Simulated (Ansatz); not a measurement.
# CuPdC4N4: the cost of one run

Method: DFT PBE, scalar-relativistic, plane waves, PAW, in Ansatz 0.2.0.

## Step 1: The system as given

The structure is cubic, space group P-43m (No. 215). The conventional cell has a = 5.909 Å, b = 5.909 Å, c = 5.909 Å, α = 90.00°, β = 90.00°, γ = 90.00°. Cu (site symmetry -43m) has 4 C at 1.92 Å in its first shell of neighbours. Around Pd (site symmetry -43m) lie 4 N at 2.03 Å. Around C (site symmetry 3m) lie 1 N at 1.17 Å and 1 Cu at 1.92 Å. N (site symmetry 3m) is surrounded by 1 C at 1.17 Å and 1 Pd at 2.03 Å.

Coordinates:

```
Cu Pd C N
1.0
     5.90860    0.00000    0.00000
     0.00000    5.90860    0.00000
     0.00000    0.00000    5.90860
Cu Pd C N
1 1 4 4
Direct
  0.00000 0.00000 0.00000
  0.50000 0.50000 0.50000
  0.18732 0.18732 0.18732
  0.18732 0.81268 0.81268
  0.81268 0.18732 0.81268
  0.81268 0.81268 0.18732
  0.30164 0.30164 0.30164
  0.30164 0.69836 0.69836
  0.69836 0.30164 0.69836
  0.69836 0.69836 0.30164
```

A structure generator made this guess: two interpenetrating cyanide-bridged diamond nets (P-43m, No. 215). The dimensions are guesses.

## Step 2: Probe: one point on a coarse mesh

Input file input.yaml:

```yaml
crystal:
  lattice:
    - [5.90860265, 0.0, 0.0]
    - [0.0, 5.90860265, 0.0]
    - [0.0, 0.0, 5.90860265]
  atoms:
    - { symbol: Cu, position: [0.0, 0.0, 0.0], spin: 1.0 }
    - { symbol: Pd, position: [0.5, 0.5, 0.5] }
    - { symbol: C, position: [0.18731679, 0.18731679, 0.18731679] }
    - { symbol: C, position: [0.18731679, 0.81268321, 0.81268321] }
    - { symbol: C, position: [0.81268321, 0.18731679, 0.81268321] }
    - { symbol: C, position: [0.81268321, 0.81268321, 0.18731679] }
    - { symbol: "N", position: [0.30164159, 0.30164159, 0.30164159] }
    - { symbol: "N", position: [0.30164159, 0.69835841, 0.69835841] }
    - { symbol: "N", position: [0.69835841, 0.30164159, 0.69835841] }
    - { symbol: "N", position: [0.69835841, 0.69835841, 0.30164159] }
basis:
  ecutwfc: 420
kpoints:
  mp_grid: { grid: [4, 4, 4] }
hamiltonian:
  xc: pbe
scf:
  occupations: { method: gaussian, width: 0.1 }
  lower_state_search: "off"
output:
  forces: true
  stress: true
  eigenvalues: true
  populations: true
magnetization:
  spin_polarized: true
```

Launch:

```
$ ansatz run input.yaml --threads 1 --pin off --max-ram 2560MiB --backend cpu --events-out ev --progress --plain --runs-dir out
```

What time and memory should one allow on 1 thread of AMD EPYC 9R45 (Zen 5), shared host?

About 22 s, with a peak of 0.54 GiB.
